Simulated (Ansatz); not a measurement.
# EuSb: the cost of one run

Method: DFT PBE+U (U_eff = 6 eV on Eu 4f), scalar-relativistic, plane waves, PAW, in Ansatz 0.2.0.

2 further runs of the same task are left out: 2 that didn't finish. Runs told in other sessions of the task aren't counted.

### 1 The starting structure

The structure is hexagonal, space group P6_3/mmc (No. 194). The conventional cell has a = 5.697 Å, b = 5.697 Å, c = 6.455 Å, α = 90.00°, β = 90.00°, γ = 120.00°. Eu (site symmetry -6m2) is surrounded by 5 Sb at 3.23 to 3.29 Å. Sb (site symmetry -6m2) is surrounded by 5 Eu at 3.23 to 3.29 Å.

Coordinates:

```cif
data_structure
_symmetry_space_group_name_H-M 'P 1'
_symmetry_Int_Tables_number 1
_cell_length_a 5.6975
_cell_length_b 5.6975
_cell_length_c 6.4546
_cell_angle_alpha 90.000
_cell_angle_beta 90.000
_cell_angle_gamma 120.000
_cell_volume 181.45
loop_
_atom_site_label
_atom_site_type_symbol
_atom_site_fract_x
_atom_site_fract_y
_atom_site_fract_z
_atom_site_occupancy
Eu1 Eu 0.66667 0.33333 0.06260 1
Eu2 Eu 0.33333 0.66667 0.56260 1
Sb1 Sb 0.66667 0.33333 0.56260 1
Sb2 Sb 0.33333 0.66667 0.06260 1
```

An earlier run at PBE+U (U_eff = 6 eV on Eu 4f) left this cell at 45.363 Å³/atom and 0.00 GPa (6×6×6 mesh).

Volume factors to run: 0.980, 1.020, 0.960, 1.040, 1.070.

### 2 Scaling the volume by 0.980

input.yaml reads:

```yaml
crystal:
  lattice:
    - [5.6592317134, 0.0, 0.0]
    - [-2.8296158567, 4.9010384297, 0.0]
    - [0.0, 0.0, 6.4112658178]
  atoms:
    - { symbol: Eu, position: [0.6666666667, 0.3333333333, 0.0626], spin: 7.6 }
    - { symbol: Eu, position: [0.3333333333, 0.6666666667, 0.5626], spin: 7.6 }
    - { symbol: Sb, position: [0.6666666667, 0.3333333333, 0.5626] }
    - { symbol: Sb, position: [0.3333333333, 0.6666666667, 0.0626] }
basis:
  ecutwfc: 420
  ecutrho_ratio: 4
kpoints:
  mp_grid: { grid: [6, 6, 6] }
hamiltonian:
  xc: pbe
  hubbard:
    sites:
      - { species: Eu, l: f, u_eff: 6.0, starting_ns: start.occupation_matrices }
    ns_hold: { iters: 6 }
scf:
  occupations: { method: gaussian, width: 0.05 }
  lower_state_search: "off"
output:
  forces: true
  stress: true
  eigenvalues: true
  populations: true
magnetization:
  spin_polarized: true
relax:
  f_tol: 0.01
  max_steps: 40
  cell: { stress_tol: 0.1, fix: [volume] }
```

The open shells start from the occupation matrices of the run at the neighbouring geometry (file start.occupation_matrices).

On the command line:

```console
ansatz run input.yaml --threads 2 --pin off --max-ram 2662MiB --backend cpu --events-out ev --progress --plain --runs-dir out
```

**Question.** How long does this run take on 2 threads of Arm Neoverse V2, shared host, and how much memory does it need?

About 47 s, with a peak of 0.84 GiB.
